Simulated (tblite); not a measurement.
# C8H13F: the cost of one run

The runs use tblite 0.8.0 and PySCF 2.14.0, with density-fitted response routines of our own; the level of theory stands in each step. All values are computed, except where a source is named. Atoms are numbered from 0 throughout.

### Step 1. The molecule as given

22 atoms, charge 0, multiplicity 1; geometry from: force field or distance geometry start.

Bonds of the start (Å): C0–C1 1.49, C1–C2 1.51, C2–C3 1.52, C3–C4 1.50, C4–C5 1.47, C5–C6 1.53, C6–C7 1.52, C7–F8 1.38, C4–C1 1.47, C7–C4 1.48, C0–H9 1.11, C0–H10 1.09, C0–H11 1.13, C1–H12 1.14, C2–H13 1.10, C2–H14 1.12, C3–H15 1.13, C3–H16 1.09, C5–H17 1.11, C5–H18 1.10, C6–H19 1.12, C6–H20 1.09, C7–H21 1.10.

### Step 2. Optimising the geometry with GFN2-xTB

What the job is given:

```
{"job": {"kind": "relax", "xc": "GFN2-xTB", "basis": "xTB"}, "charge": 0, "multiplicity": 1}
C     -1.886000    -1.150700    -0.012300
C     -1.084600    -0.023100     0.552800
C     -1.364500     1.317300    -0.084500
C      0.114800     1.622400     0.052300
C      0.311400     0.139400     0.135800
C      1.434300    -0.404200     0.918800
C      2.209200    -0.434700    -0.402000
C      0.844600    -0.569300    -1.054400
F      0.538500    -1.903200    -1.194500
H     -2.077600    -0.906100    -1.079600
H     -1.469600    -2.150000     0.139100
H     -2.902800    -1.132000     0.483200
H     -1.292300     0.075700     1.665700
H     -2.025800     1.986600     0.484000
H     -1.652800     1.180900    -1.158800
H      0.291100     2.140400     1.040600
H      0.553200     2.113300    -0.819400
H      1.850800     0.284000     1.677000
H      1.331400    -1.431200     1.305600
H      2.693500     0.561400    -0.555800
H      2.868300    -1.296700    -0.510900
H      0.704600    -0.000700    -1.984800
```

Command:

```sh
$ OMP_NUM_THREADS=1 python probes_run.py task.json out
```

This one command runs all jobs of the session in turn.

**Question.** How long does this first job take on 1 thread of Intel Xeon Platinum 8259CL at 2.50GHz, shared host, and how much memory does it need?

About 2.7 s, with a peak of 0.18 GiB.
